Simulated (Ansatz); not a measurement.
PtSe:

```
Pt Se
1.0
     3.70187    0.00000    0.00000
    -1.85094    3.20591    0.00000
     0.00000    0.00000    3.61284
Pt Se
1 1
Cartesian
  0.0000 0.0000 0.0000
  1.8509 1.0686 1.8064
```

The cell comes from a database or a generator and needn't be the stable form of this composition.

Base run:

* Program: Ansatz 0.2.0
* Functional: PBE
* Potentials or basis: Ansatz PAW
* Cutoff: 420 eV (not typed: the program's choice for these potentials)
* k mesh: 8 × 8 × 7
* Occupations: fermi-dirac, width 0.05 eV
* Spin: no spin polarisation
* Hubbard terms: Pt d U = 1 eV

Its results: band gap on the k mesh none (metal or under the smearing width); pressure -11.4 GPa.

Question: The run is repeated on the same cell with these changes: hubbard terms from Pt d U = 1 eV to Pt d U = 4 eV. What comes out?

Answer: Band gap on the k mesh none (metal or under the smearing width); pressure -11.0 GPa.

Caveats: U without spin polarisation on a metal has little footing.
